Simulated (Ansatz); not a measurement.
# BH5O3: the cost of one run

Program: Ansatz 0.2.0. Level of theory: RKS PBE0-D4/6-31G*. These are calculated values, not measurements.

### Step 1. The structure to begin with

Bond lengths: B1–O3 1.410 Å, O3–H4 1.010 Å, B1–O5 1.410 Å, O5–H6 1.010 Å, B1–O7 1.710 Å, O7–H8 1.010 Å. Angles: B1–O3–H4 109.5°, O3–B1–O5 120.0°, O3–B1–O7 96.8°, O5–B1–O7 101.3°, B1–O5–H6 109.5°, B1–O7–H8 109.5°.

Coordinates:

```xyz
9

B     0.0000    0.0000    0.0000
H     0.0000    0.0000    1.5400
O     1.2211    0.0000   -0.7050
H     1.5209   -0.9519   -0.8599
O    -1.2211    0.0000   -0.7050
H    -1.7308   -0.8467   -0.4965
O     0.0766    1.6210    0.5392
H     0.4753    1.6492    1.4668
H     0.0407    0.8604    1.5370
```

### Step 2. Pulling towards end A

Springs on the bonds that form and break draw the guess towards this end; the thresholds are loose.

Contents of input.yaml:

```yaml
crystal:
  periodic: [false, false, false]
  atoms:
    - { symbol: B, position_ang: [0.0, 0.0, 0.0] }
    - { symbol: H, position_ang: [0.0, 0.0, 1.54] }
    - { symbol: O, position_ang: [1.2211, 0.0, -0.705] }
    - { symbol: H, position_ang: [1.5209, -0.9519, -0.8599] }
    - { symbol: O, position_ang: [-1.2211, 0.0, -0.705] }
    - { symbol: H, position_ang: [-1.7308, -0.8467, -0.4965] }
    - { symbol: O, position_ang: [0.0766, 1.621, 0.5392] }
    - { symbol: H, position_ang: [0.4753, 1.6492, 1.4668] }
    - { symbol: H, position_ang: [0.0407, 0.8604, 1.537] }
basis:
  gaussian: { orbitals: "6-31G*" }
hamiltonian:
  xc: pbe0
  dispersion: d4
relax:
  f_tol: 0.15
  max_steps: 25
  restrain:
    - { distance: [0, 6], at: 2.61, k: 30.0 }
    - { distance: [8, 1], at: 1.86, k: 30.0 }
    - { distance: [0, 1], at: 1.19, k: 30.0 }
    - { distance: [8, 6], at: 1.01, k: 30.0 }
```

The run is started by

```sh
ansatz run input.yaml --threads 1 --pin off --max-ram 2048MiB --backend cpu --events-out ev --progress --plain --runs-dir out
```

Q: Estimate wall time and peak memory on 1 thread of Arm Neoverse V2, shared host.

About 29 s, with a peak of 0.13 GiB.
